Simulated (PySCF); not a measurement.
# BHBr (SMILES [BH]Br) at UPBE/cc-pVTZ

What is the vertical ionisation energy of BHBr at UPBE/cc-pVTZ? The job is set up through a Python script.

Program for the calculation: PySCF 2.14.0.

### 1 Starting point

BHBr has 3 atoms, charge 0, and is taken as a doublet. SMILES: `[BH]Br`. Geometry: relaxed at PBE0-D4/def2-TZVP.

Bond lengths: B1–Br2 1.868 Å, B1–H3 1.193 Å. Angles: Br2–B1–H3 123.6°.

### 2 A single-point energy at UPBE/cc-pVTZ

The input, geometry.xyz:

```xyz
3
BBrH
B     -0.094500    -0.523000    -0.115700
Br     1.181000     0.563200     0.709800
H     -1.097400    -0.105000    -0.607300
```

The input, input.py:

```python
from pyscf import gto, dft

system = gto.Mole()
system.atom = 'geometry.xyz'
system.charge = 0
system.verbose = 3
system.spin = 1
system.basis = 'cc-pvtz'
system.max_memory = 1860
system.build()

myscf = dft.UKS(system)
myscf.xc = 'pbe'
myscf.grids.level = 4
myscf.conv_tol = 1e-10
myscf.kernel()
if not myscf.converged:
    myscf = myscf.newton().run(myscf.mo_coeff, myscf.mo_occ)

energy = myscf.e_tot
print('E(%s) = %.9f' % ('PBE', energy))
```

On the command line:

```sh
$ OMP_NUM_THREADS=1 python input.py
```

What it wrote:

```text
converged SCF energy = -2599.1650822964  <S^2> = 0.75294643  2S+1 = 2.0029443
E(PBE) = -2599.165082296
```

Run time: 7.8 s. Hardware: 1 thread of Intel Xeon Platinum 8559C (Emerald Rapids), shared host; peak memory 0.4 GiB.

### 3 The singlet cation at the same level

The input, job.py:

```python
from pyscf import gto, dft

molecule = gto.M(
    atom=[
    ('B', (-0.094500, -0.523000, -0.115700)),
    ('Br', (1.181000, 0.563200, 0.709800)),
    ('H', (-1.097400, -0.105000, -0.607300)),
],
    verbose=3,
    basis='cc-pvtz',
    charge=1,
    max_memory=1860,
)

myscf = dft.RKS(molecule)
myscf.xc = 'pbe'
myscf.conv_tol = 1e-10
myscf.grids.level = 4
myscf.kernel()
if not myscf.converged:
    myscf = myscf.newton().run(myscf.mo_coeff, myscf.mo_occ)

etot = myscf.e_tot
print('E = %.10f Eh' % etot)
```

On the command line:

```sh
$ OMP_NUM_THREADS=1 python job.py
```

What it wrote:

```text
converged SCF energy = -2598.85300095583
E = -2598.8530009558 Eh
```

Wall time 6 s (1 thread of Intel Xeon Platinum 8559C (Emerald Rapids), shared host); peak memory 0.39 GiB.

### 4 What came out

Level: UPBE/cc-pVTZ.

| quantity | value |
| --- | --- |
| doublet BHBr: total energy | -2599.16508 Eh |
| doublet BHBr: dipole moment | 0.56 D |
| doublet BHBr: HOMO energy (highest over α and β) | -4.88 eV |
| doublet BHBr: LUMO energy (lowest over α and β) | -3.23 eV |
| doublet BHBr: ⟨S²⟩ | 0.753 |
| singlet cation: total energy | -2598.85300 Eh |
| singlet cation: HOMO energy | -15.34 eV |
| singlet cation: LUMO energy | -11.89 eV |
| singlet cation: HOMO–LUMO gap | 3.44 eV |
| vertical ionisation energy (to the singlet cation) | 8.492 eV |

**Reading.** Removing an electron at fixed nuclei costs 8.49 eV (196 kcal/mol). Only the singlet of the ionised species was computed; a triplet could lie lower. Mulliken charges (singlet cation) run from +0.17 on H3 to +0.49 on Br2.
